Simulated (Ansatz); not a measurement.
# C2H5BO2: basis-set convergence

Aim: see how fast density functionals converge with the basis set for C2H5BO2.

The runs use Ansatz 0.2.0, Gaussian basis; one geometry, several basis sets.

Plan: PBE0-D4/def2-SVP; ωB97M-V/def2-SVP; PBE0-D4/def2-QZVPP; ωB97M-V/def2-QZVPP; the functionals' def2-TZVPP values are taken from earlier runs.

## 1. The relaxed structure

All runs share one geometry, relaxed beforehand with PBE0-D4 in a triple-zeta def2 set.

SMILES `B1COCO1`, 10 atoms, charge 0, spin multiplicity 1.

Atoms are counted from 1 here; the program's logs count them from 0.

Bond lengths: B1–C2 1.571 Å, B1–O5 1.350 Å, B1–H6 1.191 Å, C2–O3 1.432 Å, C2–H7 1.093 Å, C2–H8 1.102 Å, O3–C4 1.392 Å, C4–O5 1.424 Å, C4–H9 1.092 Å, C4–H10 1.100 Å. Angles: C2–B1–O5 107.3°, C2–B1–H6 131.8°, O5–B1–H6 120.9°, B1–C2–O3 101.8°, B1–C2–H7 115.7°, B1–C2–H8 112.5°, O3–C2–H7 108.5°, O3–C2–H8 111.1°, H7–C2–H8 107.1°, C2–O3–C4 108.4°, O3–C4–O5 108.4°, O3–C4–H9 109.3°, O3–C4–H10 111.9°, O5–C4–H9 109.4°, O5–C4–H10 107.4°, H9–C4–H10 110.2°, B1–O5–C4 109.1°.

## 2. PBE0-D4 in def2-SVP

File in.yaml:

```yaml
crystal:
  periodic: [false, false, false]
  atoms:
    - {symbol: B, position_ang: [-1.068793, 0.155606, 0.498013]}
    - {symbol: C, position_ang: [-0.198385, -1.095677, 0.116125]}
    - {symbol: O, position_ang: [1.081921, -0.499998, -0.121320]}
    - {symbol: C, position_ang: [0.894215, 0.855162, -0.375969]}
    - {symbol: O, position_ang: [-0.340639, 1.255268, 0.210364]}
    - {symbol: H, position_ang: [-2.168935, 0.250290, 0.944456]}
    - {symbol: H, position_ang: [-0.088342, -1.852715, 0.896479]}
    - {symbol: H, position_ang: [-0.570042, -1.609552, -0.784887]}
    - {symbol: H, position_ang: [1.711260, 1.424409, 0.073221]}
    - {symbol: H, position_ang: [0.830940, 1.066007, -1.453382]}
basis:
  gaussian: {orbitals: def2-SVP}
hamiltonian: {xc: pbe0, dispersion: d4}
output: {orbitals: {seedname: orbitals}}
```

Command:

```console
> ansatz run in.yaml --threads 2 --pin off --events-out ev --progress --plain --max-ram 4352MiB
```

After this run come: ωB97M-V in def2-SVP; PBE0-D4 in def2-QZVPP; ωB97M-V in def2-QZVPP.

Q: Predict the results of all the runs planned. Wanted: PBE0-D4: double and triple zeta above quadruple; ωB97M-V: double and triple zeta above quadruple.

As calculated:

| quantity | value |
| --- | --- |
| PBE0-D4: double and triple zeta above quadruple | 8.31, 0.39 eV |
| ωB97M-V: double and triple zeta above quadruple | 8.55, 0.37 eV |

PBE0-D4 gains 7.92 eV from double to triple zeta, then 0.39 eV more. These are total energies; as a rule much of such shifts cancels in differences, which this series doesn't test. The LUMO of ωB97M-V is positive and keeps falling with the basis (2.02 to 1.40 eV): an unbound level that the basis holds in place.
